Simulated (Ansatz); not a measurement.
Task: a cohesive energy from free atoms of LiMg and its free atoms, with the Ansatz DFT code, driven from Python. Give the script and its output. Level of theory (first run): r2SCAN, PAW, cutoff 620 eV, 8×8×8 k-points, Fermi-Dirac smearing of 0.02 eV.

The script reads `limg_limg.cif`:
```cif
data_LiMg
_cell_length_a 5.385433
_cell_length_b 5.385433
_cell_length_c 5.385433
_cell_angle_alpha 33.35980
_cell_angle_beta 33.35980
_cell_angle_gamma 33.35980
_symmetry_space_group_name_H-M 'P 1'
_symmetry_Int_Tables_number 1
loop_
_symmetry_equiv_pos_as_xyz
'x, y, z'
loop_
_atom_site_label
_atom_site_type_symbol
_atom_site_fract_x
_atom_site_fract_y
_atom_site_fract_z
Li1 Li    0.000000    0.000000    0.000000
Mg2 Mg    0.500000    0.500000    0.500000
```

The script, `limg.py`:
```python
# -*- coding: utf-8 -*-
"""Cohesive energy of LiMg from free atoms."""

from collections import Counter

import ansatz as az
from ase.io import read


def counts(outcome):
    return Counter(site.symbol for site in outcome.lattice.sites)

UNPAIRED = {"Li": 1, "Mg": 0}  # unpaired electrons of the free atoms


def compute(name, crystal):
    calc = (
        crystal.calculation()
        .functional("r2scan")
        .scf(tolerance=1e-07)
        .basis(620)
        .kpoints(spacing=0.3)
        .occupations("fermi_dirac", width=0.02)
    )
    if name.endswith(" atom"):
        calc = calc.kpoints(1, 1, 1).occupations("fermi_dirac", width=0.01)
        if UNPAIRED[name.split()[0]]:
            calc = calc.spin("collinear")
        return calc.run(threads=1)
    calc = calc.relax(force_tolerance=0.02, max_steps=60, cell=True)
    return calc.run(threads=1)

phases = {}
atoms = read("limg_limg.cif")
limg = az.Crystal.from_ase(atoms)
phases["LiMg"] = limg
# free atoms: a low-symmetry box, moments by the rule of Hund
for element, moment in UNPAIRED.items():
    phases[f"{element} atom"] = az.Lattice.orthorhombic(9.0, 9.5, 10.0).atom(element, (0.5, 0.5, 0.5), moment=moment or None)

done = {}
for name, crystal in phases.items():
    done[name] = compute(name, crystal)
    print(f"{name}: {done[name].report['energy_sigma0_ev']:.4f} eV, {len(done[name].lattice.sites)} atoms")

for element in UNPAIRED:
    atom = done[f"{element} atom"].report
    print(f"{element} atom: {atom['energy_sigma0_ev']:.4f} eV, moment {atom['magnetization_mub']:.2f} muB")
solid = done["LiMg"]
n = counts(solid)
binding = (sum(k * done[f"{e} atom"].report["energy_sigma0_ev"] for e, k in n.items()) - solid.report["energy_sigma0_ev"]) / sum(n.values())
print(f"cohesive energy {binding:.3f} eV/atom = {96.4853 * binding:.0f} kJ/mol of atoms (no zero-point energy)")
```

`python limg.py` gives:
```text
DeckWarning: relax.cell: scf.convergence.dr2_threshold = 1e-7 eV (the SCF's general default) is looser than the 2e-10 eV advised for a relaxation that steers and ends on the stress (1e-10 eV for each atom of the cell: 2). What an SCF threshold leaves in a stress goes as its square root, and in the free energy as the [...]
LiMg: -2131.5693 eV, 2 atoms
Li atom: -203.5941 eV, 1 atoms
Mg atom: -1924.7108 eV, 1 atoms
Li atom: -203.5941 eV, moment 1.00 muB
Mg atom: -1924.7108 eV, moment 0.00 muB
cohesive energy 1.632 eV/atom = 157 kJ/mol of atoms (no zero-point energy)
```
(Warnings from the package without file and line, shortened.)

What to keep in mind:
- Absolute energies stand on the zero of these potentials, so only differences at equal settings mean something.
- The magnetic order follows from the starting moments and needn't be the lowest.
- For the metals among these phases the mesh is modest: differences between phases can be off by up to 40 meV an atom.
- r2SCAN tends to overestimate the moments of itinerant magnets.
- The cells come from databases of deposited and of computed structures, and not all need be stable phases.
- Free atoms in a box carry small image and symmetry errors, and spin-orbit coupling is left out.
- Hardware and time: 11 min on 1 thread of Arm Neoverse V2 (shared host), peak memory 2.2 GiB.

(A comment or docstring line of the script was reworded after the run, the code is as it ran; lines on the test bed's own set-up are left out of the output.)
